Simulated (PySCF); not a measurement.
# C5H9ClO: the cost of one run

Computed with PySCF 2.14.0, with density-fitted response routines of our own, on a single molecule in the gas phase. Atoms count from 0, in the outputs and in this text.

### Step 1. The molecule as given

16 atoms, charge 0, multiplicity 1; geometry from: GFN2-xTB. The atoms were then displaced at random by about 0.01 Å, so the start is not that level's minimum.

Bonds of the start (Å): C0–C1 1.51, C1–C2 1.52, C2–C3 1.58, C3–C4 1.47, C4–O5 1.17, C4–Cl6 1.80, C0–H7 1.09, C0–H8 1.05, C0–H9 1.10, C1–H10 1.10, C1–H11 1.10, C2–H12 1.08, C2–H13 1.08, C3–H14 1.09, C3–H15 1.11.

### Step 2. Optimising the geometry at PBE0-D3(BJ)/def2-SVP

What the job is given:

```
{"job": {"xc": "PBE0", "basis": "def2-SVP", "d3": "d3bj", "grid": 1, "shake": 0.01, "kind": "geom"}, "charge": 0, "multiplicity": 1}
C     -2.382260    -0.334330     0.181840
C     -1.044360     0.143290     0.678850
C      0.038830    -0.145760    -0.348090
C      1.462980     0.315190     0.156610
C      2.498010     0.023160    -0.846400
O      2.409920    -0.471170    -1.903330
Cl     4.104610     0.562380    -0.247180
H     -3.157660    -0.090700     0.909550
H     -2.400920    -1.373500     0.002970
H     -2.662770     0.203110    -0.735360
H     -0.816910    -0.365480     1.627800
H     -1.062160     1.221410     0.892270
H      0.063910    -1.203920    -0.558040
H     -0.184440     0.368430    -1.270790
H      1.684790    -0.201340     1.095190
H      1.429390     1.400210     0.374860
```

Started as:

```
OMP_NUM_THREADS=1 python probes_run.py task.json out
```

One launch serves the whole session: the jobs run in the order shown.

Q: Estimate the wall time and peak memory of this first job on 1 thread of AMD EPYC 7R43, shared host.

About 64 s, with a peak of 0.58 GiB.
